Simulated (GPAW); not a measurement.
The system is CuI.

```
CELL_PARAMETERS angstrom
0.00000 3.03150 3.03150
3.03150 0.00000 3.03150
3.03150 3.03150 0.00000
ATOMIC_POSITIONS crystal
Cu 0.75000 0.75000 0.75000
I 0.00000 0.00000 0.00000
```

Base run:

* Program: GPAW 26.7.0
* Functional: LDA
* Potentials or basis: the program's PAW data sets (release 1.2.1) made for this functional
* Cutoff: 600 eV
* Basis: pw
* k mesh: 7 × 7 × 7
* Occupations: fermi-dirac, width 0.05 eV
* Spin: no spin polarisation

Its results: band gap on the k mesh 0.96 eV, direct.

Q: The run is repeated on the same cell with these changes: functional from LDA to GLLB-SC. What comes out?

A: Band gap on the k mesh, kohn-sham part alone 1.78 eV, direct.

Caveats: spin-orbit coupling is left out, which moves the levels of the heavy elements; a model potential gives levels but no total energy (some runs); an odd mesh through Γ misses points on the zone boundary, where band edges often lie (some runs).

Not every run made on this cell is shown here.
